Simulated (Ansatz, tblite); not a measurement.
# C₄₂H₃₀: which spin state is lowest

Aim: set other spin states of C₄₂H₃₀ against its singlet, on many levels of theory.

The runs use Ansatz 0.2.0, Gaussian basis; as each input shows.

Levels to be run: triplet, at the geometry of the singlet (GFN1-xTB, GFN2-xTB, PBE0-D4/def2-SVP, PBE-D4/def2-SVP); the singlet's energies come from earlier runs.

**1. The geometry**

The geometry is that of the singlet, from an earlier relaxation (PBE-D4/def2-SVP).

72 atoms, charge 0, spin multiplicity 1.

Bond lengths: C1–C2 1.405 Å, C1–C42 1.405 Å, C1–H43 1.101 Å, C2–C3 1.401 Å, C2–H44 1.101 Å, C3–C4 1.415 Å, C3–H45 1.101 Å, C4–C5 1.483 Å, C4–C41 1.415 Å, C5–C6 1.414 Å, C5–C40 1.414 Å, C6–C7 1.398 Å, C6–H46 1.101 Å, C7–C8 1.414 Å, C7–H47 1.101 Å, C8–C9 1.480 Å, C8–C39 1.414 Å, C9–C10 1.414 Å and more. Angles: C2–C1–C42 119.5°, C2–C1–H43 120.3°, C42–C1–H43 120.3°, C1–C2–C3 120.2°, C1–C2–H44 120.2°, C3–C2–H44 119.6°, C2–C3–C4 121.0°, C2–C3–H45 119.6°, C4–C3–H45 119.5°, C3–C4–C5 121.0°, C3–C4–C41 118.1°, C5–C4–C41 121.0°, C4–C5–C6 121.2°, C4–C5–C40 121.3°, C6–C5–C40 117.5°, C5–C6–C7 121.3°, C5–C6–H46 119.5°, C7–C6–H46 119.2° and more.

**2. Triplet at the fixed geometry, GFN1-xTB**

Tight binding, by tblite at 300 K electronic temperature and without a spin-polarisation term:

```python
tblite.interface.Calculator('GFN1-xTB', numbers, positions, charge=0, uhf=2).singlepoint()
```

Energy -2852.0022 eV; 0.34 s.

**3. Triplet at the fixed geometry, GFN2-xTB**

Tight binding, by tblite at 300 K electronic temperature and without a spin-polarisation term:

```python
tblite.interface.Calculator('GFN2-xTB', numbers, positions, charge=0, uhf=2).singlepoint()
```

Energy -2859.4724 eV; 0.32 s.

**4. Triplet at the fixed geometry, PBE0-D4/def2-SVP**

File in.yaml:

```yaml
crystal:
  periodic: [false, false, false]
  atoms:
    - {symbol: C, position_ang: [-14.419877, -0.351352, 0.785494]}
    - {symbol: C, position_ang: [-13.681048, -1.545893, 0.800759]}
    - {symbol: C, position_ang: [-12.282319, -1.511644, 0.724928]}
    - {symbol: C, position_ang: [-11.588140, -0.282507, 0.631417]}
    - {symbol: C, position_ang: [-10.108042, -0.246532, 0.550971]}
    - {symbol: C, position_ang: [-9.439115, 0.727484, -0.225630]}
    - {symbol: C, position_ang: [-8.043978, 0.759975, -0.303608]}
    - {symbol: C, position_ang: [-7.248081, -0.177008, 0.395377]}
    - {symbol: C, position_ang: [-5.770232, -0.141159, 0.314837]}
    - {symbol: C, position_ang: [-5.108457, 0.252746, -0.870941]}
    - {symbol: C, position_ang: [-3.713668, 0.284620, -0.947369]}
    - {symbol: C, position_ang: [-2.907601, -0.071634, 0.158705]}
    - {symbol: C, position_ang: [-1.429621, -0.035635, 0.078135]}
    - {symbol: C, position_ang: [-0.760876, 0.885933, -0.760593]}
    - {symbol: C, position_ang: [0.633812, 0.918442, -0.838925]}
    - {symbol: C, position_ang: [1.432298, 0.034202, -0.077859]}
    - {symbol: C, position_ang: [2.910055, 0.070235, -0.158456]}
    - {symbol: C, position_ang: [3.712693, -0.188678, 0.976284]}
    - {symbol: C, position_ang: [5.107678, -0.151121, 0.900947]}
    - {symbol: C, position_ang: [5.768747, 0.140112, -0.314400]}
    - {symbol: C, position_ang: [7.246813, 0.176460, -0.394981]}
    - {symbol: C, position_ang: [8.029168, 0.644239, 0.685792]}
    - {symbol: C, position_ang: [9.424227, 0.680000, 0.608863]}
    - {symbol: C, position_ang: [10.107123, 0.247053, -0.550936]}
    - {symbol: C, position_ang: [11.587244, 0.283649, -0.631689]}
    - {symbol: C, position_ang: [12.243493, 0.545025, -1.857529]}
    - {symbol: C, position_ang: [13.642121, 0.579118, -1.934267]}
    - {symbol: C, position_ang: [14.419398, 0.353732, -0.786246]}
    - {symbol: C, position_ang: [13.783657, 0.093273, 0.438892]}
    - {symbol: C, position_ang: [12.385007, 0.058066, 0.514770]}
    - {symbol: C, position_ang: [9.324364, -0.222112, -1.630789]}
    - {symbol: C, position_ang: [7.929146, -0.255255, -1.555585]}
    - {symbol: C, position_ang: [4.966076, 0.395723, -1.449884]}
    - {symbol: C, position_ang: [3.571015, 0.364722, -1.373072]}
    - {symbol: C, position_ang: [0.765147, -0.885891, 0.762976]}
    - {symbol: C, position_ang: [-0.629719, -0.921355, 0.836836]}
    - {symbol: C, position_ang: [-3.570487, -0.463591, 1.344885]}
    - {symbol: C, position_ang: [-4.965223, -0.499450, 1.420625]}
    - {symbol: C, position_ang: [-7.917178, -1.149721, 1.173892]}
    - {symbol: C, position_ang: [-9.312454, -1.184814, 1.248122]}
    - {symbol: C, position_ang: [-12.347084, 0.911324, 0.616748]}
    - {symbol: C, position_ang: [-13.745790, 0.877552, 0.693107]}
    - {symbol: H, position_ang: [-15.518576, -0.378037, 0.844952]}
    - {symbol: H, position_ang: [-14.198926, -2.515929, 0.862368]}
    - {symbol: H, position_ang: [-11.716032, -2.455718, 0.709259]}
    - {symbol: H, position_ang: [-10.026697, 1.463462, -0.795765]}
    - {symbol: H, position_ang: [-7.557056, 1.542368, -0.905914]}
    - {symbol: H, position_ang: [-5.701284, 0.502374, -1.763905]}
    - {symbol: H, position_ang: [-3.236345, 0.557144, -1.900586]}
    - {symbol: H, position_ang: [-1.346330, 1.618269, -1.336376]}
    - {symbol: H, position_ang: [1.119731, 1.673093, -1.475698]}
    - {symbol: H, position_ang: [3.230420, -0.404641, 1.941776]}
    - {symbol: H, position_ang: [5.702125, -0.371555, 1.800605]}
    - {symbol: H, position_ang: [7.529986, 1.024023, 1.590176]}
    - {symbol: H, position_ang: [9.998482, 1.088318, 1.454264]}
    - {symbol: H, position_ang: [11.645459, 0.751963, -2.758486]}
    - {symbol: H, position_ang: [14.128887, 0.793848, -2.898724]}
    - {symbol: H, position_ang: [15.518062, 0.380873, -0.846188]}
    - {symbol: H, position_ang: [14.382386, -0.094614, 1.344113]}
    - {symbol: H, position_ang: [11.899398, -0.175417, 1.474893]}
    - {symbol: H, position_ang: [9.822733, -0.604012, -2.534652]}
    - {symbol: H, position_ang: [7.353939, -0.661454, -2.401440]}
    - {symbol: H, position_ang: [5.447768, 0.642596, -2.408202]}
    - {symbol: H, position_ang: [2.976664, 0.554217, -2.279843]}
    - {symbol: H, position_ang: [1.353509, -1.614386, 1.341107]}
    - {symbol: H, position_ang: [-1.112824, -1.679753, 1.470924]}
    - {symbol: H, position_ang: [-2.979748, -0.710429, 2.239778]}
    - {symbol: H, position_ang: [-5.444651, -0.774917, 2.372149]}
    - {symbol: H, position_ang: [-7.330470, -1.906263, 1.717369]}
    - {symbol: H, position_ang: [-9.798415, -1.946627, 1.876965]}
    - {symbol: H, position_ang: [-11.828828, 1.881750, 0.573473]}
    - {symbol: H, position_ang: [-14.313658, 1.821142, 0.691018]}
basis:
  gaussian: {orbitals: def2-SVP, fitting: {mean_field: def2-universal-jkfit}}
magnetization: {spin_polarized: true, initial_magnetization: 2}
hamiltonian: {xc: pbe0, dispersion: d4}
scf: {omitted_lower_state_checks: [starts]}
output: {orbitals: {seedname: orbitals}}
```

Run with:

```bash
> ansatz run in.yaml --threads 2 --pin off --events-out ev --progress --plain --max-ram 32768MiB --backend cuda --devices 0, --max-vram 18GiB
```

Log:

```text
Functional definition: PBE0
  name "PBE0"
  cite "Adamo & Barone, J. Chem. Phys. 110, 6158 (1999) doi:10.1063/1.478522"
  cite "Perdew, Burke & Ernzerhof, Phys. Rev. Lett. 77, 3865 (1996) doi:10.1103/PhysRevLett.77.3865"
  parent pbe
  parameter a = 0.25
  parameter kappa = 0.804
  parameter beta = 0.06672455060314922
  exchange = (1 - a)*pbe_x(kappa = kappa, mu = beta*pi^2/3) + a*exact_x
  correlation = pbe_c(beta = beta)
these checks for a lower state are left out or cut short: starts
3690 factors; integrals over basis functions are off by at most 2.2e-1 eV
mean field evaluation 1: about -43928.1644 eV, gradient 7.2e1 eV
mean field evaluation 2: about -43934.1267 eV, gradient 6.7e1 eV
mean field evaluation 4: about -43957.8257 eV, gradient 3.3e0 eV
mean field evaluation 8: about -43957.8939 eV, gradient 6.3e-1 eV
mean field evaluation 16: about -43957.9132 eV, gradient 2.4e-2 eV
mean field evaluation 32: about -43957.9135 eV, gradient 2.1e-5 eV
mean field -43957.91350047 eV, -1615.4235253983 hartree, gradient 5.3e-6 eV, S^2 2.028449; 0 other end points of the search recorded, 0 dependent functions left out
reference -43957.91358543 eV, -1615.4235285205 hartree; 142, 140 occupied and 596, 598 virtual orbitals, 3690 factors
Total energy: -43960.42793728 eV, -1615.5159292467 hartree
Checks for a lower state left out: starts
```

Wall time 28 s (1 × H100 (card shared with other runs) with 2 threads of AMD EPYC 7R13, shared host); peak host memory 1.5 GiB.

Report: HOMO -2.98 eV, LUMO -4.69 eV (over both spins; with the spin held, an empty level of the minority spin lies below the top filled one); ⟨S²⟩ 2.028 (pure: 2.00).

**5. Triplet at the fixed geometry, PBE-D4/def2-SVP**

start.molden holds the orbitals of an earlier run on this state, given as this run's starting guess.

in.yaml, as its differences from that of step 4:

```diff
@@ -76,5 +76,5 @@
 basis:
-  gaussian: {orbitals: def2-SVP, fitting: {mean_field: def2-universal-jkfit}}
+  gaussian: {orbitals: def2-SVP, fitting: {mean_field: def2-universal-jkfit}, initial_orbitals: start.molden}
 magnetization: {spin_polarized: true, initial_magnetization: 2}
-hamiltonian: {xc: pbe0, dispersion: d4}
+hamiltonian: {xc: pbe, dispersion: d4}
 scf: {omitted_lower_state_checks: [starts]}
```

The command is unchanged.

Log:

```text
Functional definition: PBE
  name "PBE"
  cite "Perdew, Burke & Ernzerhof, Phys. Rev. Lett. 77, 3865 (1996) doi:10.1103/PhysRevLett.77.3865"
  parent pbe
  parameter kappa = 0.804
  parameter beta = 0.06672455060314922
  exchange = pbe_x(kappa = kappa, mu = beta*pi^2/3)
  correlation = pbe_c(beta = beta)
these checks for a lower state are left out or cut short: starts
3690 factors; integrals over basis functions are off by at most 2.2e-1 eV
mean field evaluation 1: about -43953.4114 eV, gradient 1.1e1 eV
mean field evaluation 2: about -43953.9777 eV, gradient 7.1e-1 eV
mean field evaluation 4: about -43953.9997 eV, gradient 2.1e-1 eV
mean field evaluation 8: about -43954.0021 eV, gradient 1.0e-3 eV
mean field evaluation 16: about -43954.0021 eV, gradient 1.3e-5 eV
mean field -43954.00205112 eV, -1615.2797822861 hartree, gradient 3.5e-6 eV, S^2 2.003661; 0 other end points of the search recorded, 0 dependent functions left out
reference -43954.00215630 eV, -1615.2797861515 hartree; 142, 140 occupied and 596, 598 virtual orbitals, 3690 factors
Total energy: -43956.92629216 eV, -1615.3872461620 hartree
Checks for a lower state left out: starts
```

Wall time 24 s (1 × H100 (card shared with other runs) with 2 threads of AMD EPYC 7R13, shared host); peak host memory 1.4 GiB.

Report: HOMO -2.56 eV, LUMO -4.98 eV (over both spins; with the spin held, an empty level of the minority spin lies below the top filled one); ⟨S²⟩ 2.004 (pure: 2.00).

**6. Triplet less singlet, vertical**

The singlet's energies are those of its earlier runs, whose logs aren't repeated here.

```csv
level,"triplet less singlet, vertical (kJ/mol)",time
GFN1-xTB,+248.3,0.57 s
GFN2-xTB,+250.8,0.54 s
PBE-D4/def2-SVP,+246.1,36 s
PBE0-D4/def2-SVP,+292.5,40 s
```

Times add the two runs; a level without a time comes out of a correlated run. Tight binding without a spin term can't rank spin states.

**7. Summary of results**

| quantity | value |
| --- | --- |
| triplet less singlet, vertical, functionals in def2-SVP | +246.1 (PBE-D4) to +292.5 kJ/mol (PBE0-D4) |

All functionals put the triplet above the singlet, over a spread of 46.4 kJ/mol. The checks for a lower triplet were left out, so another state of that spin may lie lower. These are electronic energies, without zero-point motion, entropy or surroundings.
